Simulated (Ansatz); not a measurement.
# SiGe2H+ (singlet): wave-function methods side by side, cc-pVDZ

The task here is to estimate one member of a computed series from the others.

Computed with Ansatz 0.2.0, Gaussian basis. Level: cc-pVDZ, core rule «outside noble gas», up to 33 orbitals frozen.

To be run: UHF; CCSD(T) on RHF; BCCD(T) on RHF; CISD; CCSDT(Q) on RHF; CCSDT(Q) on UHF; CASSCF and MRCISD+Q, 8 electrons in 8 orbitals; CASSCF and NEVPT2, 8 electrons in 8 orbitals.

27 further runs of the same task are left out: 1 for a known fault of the program, 14 that didn't finish, 12 set aside as unsound or not needed. Runs told in other sessions of the task aren't counted.

## The system

The geometry is a PBE0/def2-TZVP stationary point (not a proven minimum) of the parent state, kept for this charge and spin. No spin-orbit coupling is included. The filled d shell of Ge may be among the frozen orbitals whatever the setting's name suggests.

4 atoms, charge 1, spin multiplicity 1.

Atoms are counted from 1 here; the program's logs count them from 0.

Bond lengths: Ge1–Si2 2.395 Å, Ge1–Ge3 2.530 Å, Si2–Ge3 2.211 Å, Si2–H4 1.493 Å. Angles: Si2–Ge1–Ge3 53.3°, Ge1–Si2–Ge3 66.5°, Ge1–Si2–H4 128.2°, Ge3–Si2–H4 165.3°, Ge1–Ge3–Si2 60.2°.

Set-up of the first run:

in.yaml

```yaml
crystal:
  periodic: [false, false, false]
  atoms:
    - {symbol: Ge, position_ang: [0.000000, -0.254406, 1.307346]}
    - {symbol: Si, position_ang: [0.000000, 1.579840, -0.232472]}
    - {symbol: Ge, position_ang: [0.000000, -0.398617, -1.218485]}
    - {symbol: H, position_ang: [0.000000, 3.040813, 0.073648]}
basis:
  gaussian: {orbitals: cc-pVDZ}
total_charge: 1
magnetization: {spin_polarized: true, initial_magnetization: 0}
hamiltonian: {xc: hf}
output: {orbitals: {seedname: orbitals}}
```

Run with:

```bash
$ ansatz run in.yaml --threads 1 --pin off --events-out ev --progress --plain --max-ram 2393MiB
```

Among the steps run: UHF; CCSD(T) on RHF; BCCD(T) on RHF; CISD; CCSDT(Q) on RHF; CCSDT(Q) on UHF; CASSCF and MRCISD+Q, 8 electrons in 8 orbitals; CASSCF and NEVPT2, 8 electrons in 8 orbitals.

One of the session's tables, all rows but one given; the rest of the session is left out.

It belongs to the step «Misses and costs». 

| method | from RCCSDT(Q) (kcal/mol) |
| --- | --- |
| RHF | +182.69 |
| RMP2 | +33.51 |
| CISD | +35.36 |
| RCCSD | +14.01 |
| RCCSD(T) | ? |
| BCCD(T) | +2.37 |
| RCCSDT | +1.58 |
| RCCSDT(Q) | 0 |
| CASSCF frontier | +130.48 |
| MRCISD frontier | +17.26 |
| MRCISD+Q frontier | +2.17 |

Estimate the missing values for RCCSD(T).

As computed: from RCCSDT(Q) (kcal/mol): +2.41. In the column «from RCCSDT(Q) (kcal/mol)» it lies between BCCD(T) (+2.37) and RCCSD (+14.01).

Not comparable, so not listed: CCSDT(Q) on UHF; CASSCF and NEVPT2, 8 electrons in 8 orbitals (they don't share determinant, frozen orbitals or solution with the rows shown, or repeat one).

Caveats from the session: Warnings in the runs' records: passed over end.
